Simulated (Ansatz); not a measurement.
A run of Ansatz 0.2.0 is set up as follows.

Contents of input:

```
crystal:
  lattice:
    - [0.0, 3.235, 3.235]
    - [3.235, 0.0, 3.235]
    - [3.235, 3.235, 0.0]
  atoms:
    - { symbol: Bi, position: [0.0, 0.0, 0.0] }
    - { symbol: Te, position: [0.5, 0.5, 0.5] }
hamiltonian:
  xc: hse06
  pseudopotentials: { kind: paw }
kpoints:
  mp_grid: { grid: [6, 6, 6] }
  band_path:
    path:
      - [[0.0, 0.0, 0.0], [0.5, 0.0, 0.5], [0.5, 0.25, 0.75], [0.375, 0.375, 0.75], [0.0, 0.0, 0.0], [0.5, 0.5, 0.5], [0.625, 0.25, 0.625], [0.5, 0.25, 0.75], [0.5, 0.5, 0.5], [0.375, 0.375, 0.75]]
      - [[0.625, 0.25, 0.625], [0.5, 0.0, 0.5]]
    npoints: 4
scf:
  occupations: { method: fermi_dirac, width: 0.05 }
  n_extra_bands: 6
output:
  forces: true
  stress: true
  eigenvalues: true
  fatbands: false
```

(1) What does it give for the pressure?

(2) Predict the band gap on the k mesh.

Answers

(1) -0.8 GPa.

(2) none (metal or under the smearing width).

Caveat: spin-orbit coupling is left out, which moves the levels of the heavy elements; the PAW data sets come from PBE, with cores solved anew for the run's functional, which leaves a small shift of forces and pressure; the thresholds are loose for stress.
